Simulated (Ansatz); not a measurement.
# Al4Co3Ni: the cost of one run

Method: DFT PBE, scalar-relativistic, plane waves, PAW, in Ansatz 0.2.0.

1 further run of the same task is left out (it didn't finish). Runs told in other sessions of the task aren't counted.

## (1) The system as given

The structure is cubic, space group Im-3m (No. 229). The conventional cell has a = 5.731 Å, b = 5.731 Å, c = 5.731 Å, α = 90.00°, β = 90.00°, γ = 90.00°. Al (site symmetry -3m) is surrounded by 2 Ni at 2.48 Å and 6 Co at 2.48 Å. Ni (site symmetry m-3m) has 8 Al at 2.48 Å in its first shell of neighbours. Co (site symmetry 4/mmm) is surrounded by 8 Al at 2.48 Å.

Structure file:

```xyz
8
Lattice="-2.8654 2.8654 2.8654 2.8654 -2.8654 2.8654 2.8654 2.8654 -2.8654" Properties=species:S:1:pos:R:3 pbc="T T T"
Al    1.4327   -1.4327    1.4327
Al   -1.4327    1.4327    1.4327
Al    1.4327    1.4327    1.4327
Al    1.4327    1.4327   -1.4327
Ni    0.0000    0.0000    0.0000
Co    0.0000    2.8654    0.0000
Co    2.8654    0.0000    0.0000
Co    0.0000    0.0000    2.8654
```

The start is the relaxed end of an invented cell (made as: elements ordered on the sites of the AlNi type, Ni/Co on Ni (Im-3m, No. 229)), taken up again for a closer look.

## (2) A first look at the guess

Contents of input.yaml:

```yaml
crystal:
  lattice:
    - [-2.8654417, 2.8654417, 2.8654417]
    - [2.8654417, -2.8654417, 2.8654417]
    - [2.8654417, 2.8654417, -2.8654417]
  atoms:
    - { symbol: Al, position: [0.0, 0.5, 0.0] }
    - { symbol: Al, position: [0.5, 0.0, 0.0] }
    - { symbol: Al, position: [0.5, 0.5, 0.5] }
    - { symbol: Al, position: [0.0, 0.0, 0.5] }
    - { symbol: Ni, position: [0.0, 0.0, 0.0], spin: 0.12 }
    - { symbol: Co, position: [0.5, 0.0, 0.5], spin: 0.35 }
    - { symbol: Co, position: [0.0, 0.5, 0.5], spin: 0.35 }
    - { symbol: Co, position: [0.5, 0.5, 0.0], spin: 0.35 }
basis:
  ecutwfc: 420
kpoints:
  mp_grid: { grid: [4, 4, 4] }
hamiltonian:
  xc: pbe
scf:
  occupations: { method: gaussian, width: 0.1 }
  lower_state_search: "off"
output:
  forces: true
  stress: true
  eigenvalues: true
  populations: true
magnetization:
  spin_polarized: true
```

Command:

```console
ansatz run input.yaml --threads 4 --pin off --max-ram 8192MiB --backend cpu --events-out ev --progress --plain --runs-dir out
```

What time and memory should one allow on 4 threads of Arm Neoverse V2, shared host?

About 3.8 s, with a peak of 0.45 GiB.
